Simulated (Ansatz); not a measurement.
A nudged elastic band was laid between two geometries of a periodic cell of 25 atoms, W12C13 (surface WC(001), adsorbate C).

The calculation used DFT PBE, scalar-relativistic, plane waves, PAW (Ansatz 0.2.0). Settings: PAW set soft_1, cutoff 420 eV, k mesh 3x3x1, gaussian smearing 0.15 eV, no spin polarisation.

| Item | Value |
| --- | --- |
| movable images | 5 |
| climbing image | yes |
| spring | 5.0 eV/Å² |
| optimiser | quadratic models (default) |
| start path | straight line |
| force threshold | 0.05 eV/Å |
| iteration limit | 38 |
| end points | relaxed |
| atoms held | 1, 2, 7, 8, 13, 14, 19, 20 |

Image 0:

```xyz
25
Lattice="5.6930 0.0000 0.0000 -2.8465 4.9302 0.0000 0.0000 0.0000 18.9886" Properties=species:S:1:pos:R:3
W 0.000 0.000 1.000
C 1.423 0.822 2.398
W 0.000 0.000 3.882
C 1.403 0.810 5.271
W 0.000 0.000 6.988
C 1.573 0.908 8.143
W -1.423 2.465 1.000
C 0.000 3.287 2.398
W -1.425 2.464 3.850
C 0.000 3.287 5.218
W -1.411 2.472 6.698
C 0.000 3.287 7.861
W 2.846 0.000 1.000
C 4.270 0.822 2.398
W 2.846 0.002 3.850
C 4.290 0.810 5.271
W 2.846 -0.014 6.698
C 4.120 0.908 8.143
W 1.423 2.465 1.000
C 2.846 3.287 2.398
W 1.425 2.464 3.850
C 2.846 3.310 5.271
W 1.411 2.472 6.698
C 2.846 3.114 8.143
C 2.846 1.643 8.459
```

Image 6:

```xyz
25
Lattice="5.6930 0.0000 0.0000 -2.8465 4.9302 0.0000 0.0000 0.0000 18.9886" Properties=species:S:1:pos:R:3
W 0.000 0.000 1.000
C 1.423 0.822 2.398
W -0.004 0.002 3.875
C 1.423 0.799 5.235
W 0.001 -0.001 6.874
C 1.423 1.051 8.103
W -1.423 2.465 1.000
C 0.000 3.287 2.398
W -1.423 2.460 3.875
C -0.020 3.298 5.235
W -1.423 2.467 6.874
C 0.199 3.172 8.103
W 2.846 0.000 1.000
C 4.270 0.822 2.398
W 2.851 0.002 3.875
C 4.270 0.822 5.337
W 2.845 -0.001 6.874
C 4.270 0.822 8.014
W 1.423 2.465 1.000
C 2.846 3.287 2.398
W 1.423 2.465 3.815
C 2.866 3.298 5.235
W 1.423 2.465 6.536
C 2.648 3.172 8.103
C 1.423 2.465 8.590
```

What changes between the two ends?

Contacts lost: W11–C25, W17–C25, C18–C25. Contacts made: C12–C25. The atom that moves furthest is C25, by 1.65 Å; four of its nearest neighbours are C24 1.50, C18 1.50, C6 1.50, W17 2.42 Å at the first end and C6 1.50, C24 1.50, C12 1.50, W23 2.05 Å at the last.

Give the energies along the band, and the barrier.

It converged. The highest image is number 1 of 0 to 6, 0.31 eV above the first end and 1.55 eV above the last; the last end lies 1.24 eV below the first. By the program's own check the climbing image is a first-order saddle point (lowest curvatures found: -6.83 and 1.12 eV/Å²). Limits of this set-up: coarse k mesh, thin slab, slab without dipole correction.

| image | path coordinate (Å) | energy (eV) | W11–C25 (Å) | W17–C25 (Å) | C18–C25 (Å) |
| --- | --- | --- | --- | --- | --- |
| 0 | 0.00 | 0.00 | 2.42 | 2.42 | 1.50 |
| 1 | 0.45 | 0.31 | 2.57 | 2.57 | 1.99 |
| 2 | 0.75 | 0.11 | 2.73 | 2.73 | 2.38 |
| 3 | 1.05 | -0.03 | 2.91 | 2.91 | 2.70 |
| 4 | 1.35 | -0.18 | 3.09 | 3.09 | 2.95 |
| 5 | 1.65 | -0.89 | 3.23 | 3.23 | 3.18 |
| 6 | 1.95 | -1.24 | 3.32 | 3.32 | 3.34 |

What is the geometry of the highest image?


```xyz
25
Lattice="5.6930 0.0000 0.0000 -2.8465 4.9302 0.0000 0.0000 0.0000 18.9886" Properties=species:S:1:pos:R:3
W 0.000 0.000 1.000
C 1.423 0.822 2.398
W 0.003 -0.002 3.874
C 1.411 0.809 5.260
W 0.014 -0.008 6.907
C 1.488 0.948 8.141
W -1.423 2.465 1.000
C 0.000 3.287 2.398
W -1.424 2.463 3.852
C -0.003 3.289 5.223
W -1.413 2.461 6.732
C -0.013 3.294 7.875
W 2.846 0.000 1.000
C 4.270 0.822 2.398
W 2.849 0.002 3.852
C 4.295 0.807 5.278
W 2.855 -0.007 6.732
C 4.189 0.868 8.013
W 1.423 2.465 1.000
C 2.846 3.287 2.398
W 1.424 2.465 3.848
C 2.851 3.304 5.260
W 1.398 2.479 6.675
C 2.770 3.168 8.141
C 2.516 1.834 8.494
```

Time of the run: 22 min on 4 threads of Arm Neoverse V2 (shared host), peak memory 3.4 GiB.
